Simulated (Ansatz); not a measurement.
# One shape, several levels: SnO (tin(ii) oxide)

Wanted: a comparison of 6 runs (CAM-B3LYP/STO-3G, PBE0/STO-3G, SVWN5/STO-3G, UPBE0/STO-3G, revPBE/STO-3G, RPA@PBE/STO-3G) of SnO (tin(ii) oxide). 

Program for the calculation: Ansatz 0.2.0.

55 further runs of the same task are left out: 20 that didn't finish, 35 set aside as unsound or not needed.

### Step 1. The system as given

SnO: 2 atoms, total charge 0, spin state singlet. As SMILES, `[O]=[Sn]`. The Sn2–O1 distance was set to 2.705 Å, away from the relaxed value.

Bond lengths: O1–Sn2 2.705 Å.

### Step 2. A single-point energy at CAM-B3LYP/STO-3G (run 1)

job.yaml

```yaml
crystal:
  periodic: [false, false, false]
  atoms:
    - {symbol: O, position_ang: [0.000000, 0.000000, -0.901820]}
    - {symbol: Sn, position_ang: [0.000000, 0.000000, 1.803580]}
basis:
  gaussian:
    orbitals: STO-3G
accuracy: high
hamiltonian:
  xc: {name: CAM-B3LYP}
```

The run is started by

```console
$ ansatz run job.yaml --threads 1 --pin off --max-ram 2610MiB --events-out events.jsonl --progress --plain --runs-dir runs
```

Log:

```text
Warning: RAYON_NUM_THREADS=1 ignored (pool sized by the plan → 1); use --threads N
Functional definition: CAM-B3LYP
  name "CAM-B3LYP"
  parameter alpha = 0.19
  parameter beta = 0.46
  parameter omega = 0.33/bohr
  parameter ac = 0.81
  exchange = (1 - alpha - beta)*b88_x + beta*b88_x_sr(omega) + alpha*exact_x + beta*exact_x_lr(omega)
  correlation = (1 - ac)*vwn5_c + ac*lyp_c
547 factors; integrals over basis functions are off by at most 3.3e-8 eV
129 factors; integrals over basis functions are off by at most 9.8e-10 eV
mean field evaluation 1: about -164315.6566 eV, gradient 4.3e1 eV
mean field evaluation 2: about -164168.8600 eV, gradient 5.2e1 eV
mean field evaluation 4: about -164303.5179 eV, gradient 3.1e1 eV
mean field evaluation 8: about -164339.1023 eV, gradient 2.1e-1 eV
mean field evaluation 16: about -164334.1931 eV, gradient 3.5e1 eV
mean field -164339.07124552 eV, -6039.3494752494 hartree, gradient 1.2e-8 eV, S^2 0.000000; 1 other end points of the search recorded, 0 dependent functions left out
reference -164339.07125716 eV, -6039.3494756772 hartree; 29, 29 occupied and 3, 3 virtual orbitals, 547 factors
Total energy: -164339.07125716 eV, -6039.3494756772 hartree
```

It took 1.9 s on 1 thread of Arm Neoverse V2, shared host; peak memory 0.1 GiB.

### Step 3. A single-point energy at PBE0/STO-3G (run 2)

molecule.yaml

```yaml
crystal:
  periodic: [false, false, false]
  atoms:
    - {symbol: O, position_ang: [0.000000, 0.000000, -0.901820]}
    - {symbol: Sn, position_ang: [0.000000, 0.000000, 1.803580]}
basis:
  gaussian:
    orbitals: STO-3G
hamiltonian:
  xc: {name: PBE0}
accuracy: high
```

The run is started by

```console
$ ansatz run molecule.yaml --threads 1 --pin off --max-ram 2610MiB --events-out events.jsonl --progress --plain --runs-dir runs
```

Log:

```text
Warning: RAYON_NUM_THREADS=1 ignored (pool sized by the plan → 1); use --threads N
Functional definition: PBE0
  name "PBE0"
  parameter a = 0.25
  parameter kappa = 0.804
  parameter beta = 0.06672455060314922
  exchange = (1 - a)*pbe_x(kappa = kappa, mu = beta*pi^2/3) + a*exact_x
  correlation = pbe_c(beta = beta)
547 factors; integrals over basis functions are off by at most 3.3e-8 eV
mean field evaluation 1: about -164303.4199 eV, gradient 4.4e1 eV
mean field evaluation 2: about -164154.1249 eV, gradient 4.4e1 eV
mean field evaluation 4: about -164287.7467 eV, gradient 2.9e1 eV
mean field evaluation 8: about -164326.2332 eV, gradient 5.5e-2 eV
mean field evaluation 16: about -164321.8977 eV, gradient 3.0e1 eV
mean field -164326.20670817 eV, -6038.8767122217 hartree, gradient 2.8e-8 eV, S^2 0.000000; 1 other end points of the search recorded, 0 dependent functions left out
reference -164326.20670932 eV, -6038.8767122642 hartree; 29, 29 occupied and 3, 3 virtual orbitals, 547 factors
Total energy: -164326.20670932 eV, -6038.8767122642 hartree
```

It took 1.6 s on 1 thread of Arm Neoverse V2, shared host; peak memory 0.097 GiB.

Runs 3 to 5 aren't shown in full; the table further down has their settings and results.

### Step 4. A single-point energy at RPA@PBE/STO-3G (run 6)

Changes to job.yaml since step 2:

```diff
@@ -6,6 +6,6 @@
 basis:
-  gaussian:
-    orbitals: STO-3G
+  gaussian: {orbitals: STO-3G}
+correlation: {method: rpa, frozen_orbitals: {O: 1, Sn: 18}}
+hamiltonian: {xc: {name: PBE}}
+total_charge: 0
 accuracy: high
-hamiltonian:
-  xc: {name: CAM-B3LYP}
```

The run is started by

```console
$ ansatz run job.yaml --threads 1 --pin off --max-ram 2610MiB --events-out events.jsonl --progress --plain --runs-dir runs
```

Log (excerpt; [...] marks lines left out):

```text
Warning: RAYON_NUM_THREADS=1 ignored (pool sized by the plan → 1); use --threads N
Functional definition: PBE
  name "PBE"
[...]
547 factors; integrals over basis functions are off by at most 3.3e-8 eV
[...]
mean field -164318.53775062 eV, -6038.5948832300 hartree, gradient 5.0e-9 eV, S^2 0.000000; 7 other end points of the search recorded, 0 dependent functions left out; unrestricted orbitals would lower it
unrestricted determinant -164275.69680794 eV, -6037.0205076251 hartree, S^2 1.8019
19 core orbitals not correlated: weight in the atoms' cores, before any rotation towards them, 1.000 or more for the frozen orbitals, at most 0.000 for the correlated occupied ones
reference -164266.92984641 eV, -6036.6983277314 hartree; 10, 10 occupied and 3, 3 virtual orbitals, 547 factors
Total energy: -164278.26221098 eV, -6037.1147844480 hartree
```

Run time: 6.6 s. Hardware: 1 thread of Arm Neoverse V2, shared host; peak memory 0.12 GiB.

### Step 5. All runs side by side

```
run             level  frozen core orbitals   energy (Eh)  wall time
  1  CAM-B3LYP/STO-3G                     –  -6039.349476      1.9 s
  2       PBE0/STO-3G                     –  -6038.876712      1.6 s
  3      SVWN5/STO-3G                     –  -6032.986744      2.4 s
  4      UPBE0/STO-3G                     –  -6038.941329      7.2 s
  5     revPBE/STO-3G                     –  -6038.922747      4.8 s
  6    RPA@PBE/STO-3G                    19  -6037.114784      6.6 s
```

### Step 6. Summary of results

```
                               quantity           value
                    run 6: total energy  -6037.11478 Eh
run 6: RPA correlation energy (valence)      -416.5 mEh
```

What this shows: Totals of different functionals can't be ranked against each other. In run 6 the log says that unrestricted orbitals would lower the reference, so the values rest on an unstable closed-shell determinant (other closed-shell runs at this shape may share the fault). In runs 1, 2, 3, 4, 5, 6 the basis is minimal, so the values are rough. In runs 1, 2, 3, 4, 5, 6 relativity is left out where basis or elements ask for it. Spin contamination of the reference: run 4 ⟨S²⟩ = 1.34. Where it is this large, the reference is a mixture of spin states, and values that rest on it are in doubt. All runs together took 25 s, the longest 7.2 s.
